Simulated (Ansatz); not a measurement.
# CH7AlN2O: how energies converge with the basis set

The task here is to estimate one member of a computed series from the others.

Program: Ansatz 0.2.0, Gaussian basis. Level of theory: one geometry, several basis sets. These are calculated values, not measurements.

Plan: PBE0-D4/def2-SVP; ωB97M-V/def2-SVP; PBE0-D4/def2-QZVPP; ωB97M-V/def2-QZVPP; the functionals' def2-TZVPP values are taken from earlier runs.

## The geometry

An earlier PBE0-D4 in a triple-zeta def2 set relaxation fixed the geometry.

SMILES `C[O][Al]([NH2])[NH2]`, 12 atoms, charge 0, spin multiplicity 1.

Atoms are counted from 1 here; the program's logs count them from 0.

Bond lengths: C1–O2 1.391 Å, C1–H6 1.096 Å, C1–H7 1.099 Å, C1–H8 1.096 Å, O2–Al3 1.688 Å, Al3–N4 1.767 Å, Al3–N5 1.763 Å, N4–H9 1.006 Å, N4–H10 1.006 Å, N5–H11 1.005 Å, N5–H12 1.006 Å. Angles: O2–C1–H6 110.3°, O2–C1–H7 113.0°, O2–C1–H8 110.6°, H6–C1–H7 107.5°, H6–C1–H8 107.7°, H7–C1–H8 107.6°, C1–O2–Al3 135.9°, O2–Al3–N4 121.0°, O2–Al3–N5 117.1°, N4–Al3–N5 121.9°, Al3–N4–H9 125.3°, Al3–N4–H10 124.7°, H9–N4–H10 110.0°, Al3–N5–H11 125.8°, Al3–N5–H12 123.7°, H11–N5–H12 110.5°.

Set-up of the first run:

in.yaml

```yaml
crystal:
  periodic: [false, false, false]
  atoms:
    - {symbol: C, position_ang: [-1.661468, 0.682357, 1.225699]}
    - {symbol: O, position_ang: [-0.913867, -0.328524, 0.629682]}
    - {symbol: Al, position_ang: [0.461469, -0.403889, -0.345243]}
    - {symbol: N, position_ang: [1.292355, 1.067960, -0.861968]}
    - {symbol: N, position_ang: [1.024541, -2.005549, -0.818803]}
    - {symbol: H, position_ang: [-1.743077, 0.509957, 2.305103]}
    - {symbol: H, position_ang: [-1.224566, 1.680443, 1.082633]}
    - {symbol: H, position_ang: [-2.677415, 0.703688, 0.814080]}
    - {symbol: H, position_ang: [2.121728, 1.097637, -1.430480]}
    - {symbol: H, position_ang: [1.000236, 2.002305, -0.630495]}
    - {symbol: H, position_ang: [1.819941, -2.200795, -1.401728]}
    - {symbol: H, position_ang: [0.577224, -2.860590, -0.534682]}
basis:
  gaussian: {orbitals: def2-SVP}
hamiltonian: {xc: pbe0, dispersion: d4}
output: {orbitals: {seedname: orbitals}}
```

Steps of the session up to this table: PBE0-D4 in def2-SVP; ωB97M-V in def2-SVP; PBE0-D4 in def2-QZVPP; ωB97M-V in def2-QZVPP.

One table of the session follows, with a row left open; its other results are not shown here.

| functional | basis | HOMO (eV) | LUMO (eV) |
| --- | --- | --- | --- |
| PBE0-D4 | def2-SVP | -6.55 | 0.56 |
| PBE0-D4 | def2-TZVPP | -6.90 | 0.17 |
| PBE0-D4 | def2-QZVPP | -6.97 | -0.12 |
| ωB97M-V | def2-SVP | -8.94 | 2.11 |
| ωB97M-V | def2-TZVPP | ? | ? |
| ωB97M-V | def2-QZVPP | -9.37 | 1.17 |

Estimate the missing values for ωB97M-V, def2-TZVPP.

As computed: HOMO (eV): -9.28; LUMO (eV): 1.63. In the column «HOMO (eV)» it lies between ωB97M-V, def2-QZVPP (-9.37) and ωB97M-V, def2-SVP (-8.94).
